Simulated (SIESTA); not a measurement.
Ti3S2:

```xyz
5
Lattice="2.7131 1.5664 3.2376 -2.7131 1.5664 3.2376 0.0000 -3.1328 3.2376" Properties=species:S:1:pos:R:3 pbc="T T T"
Ti   -0.9107   -1.5555    3.2376
Ti    1.8024   -0.0109    3.2376
Ti   -0.8918    1.5664    3.2376
S     0.0000    0.0000    1.6302
S     0.0000    0.0000    8.0827
```

The cell comes from a database or a generator and needn't be the stable form of this composition.

Base run:

* Program: SIESTA 5.4.2
* Functional: PBEsol
* Potentials or basis: PseudoDojo 0.4 standard (PBEsol files)
* Basis: DZP (energy shift 0.003 Ry; two zetas on semicore shells)
* Grid cutoff: 800 Ry
* Energy shift: 0.003 Ry
* k mesh: 6 × 6 × 6
* Occupations: fermi-dirac, width 0.05 eV
* Spin: no spin polarisation

Its results: band gap on the k mesh none (metal or under the smearing width); pressure -3.2 GPa; largest force 0.049 eV/Å.

Problem. The run is repeated on the same cell with these changes: functional from PBEsol to LDA; potentials or basis from PseudoDojo 0.4 standard (PBEsol files) to PseudoDojo 0.4 standard (LDA files). What comes out?

Solution. Band gap on the k mesh none (metal or under the smearing width); pressure -6.6 GPa; largest force 0.072 eV/Å.

Caveats: the basis of atomic orbitals isn't converged, which shifts pressures, moduli and gaps.

Not every run made on this cell is shown here.
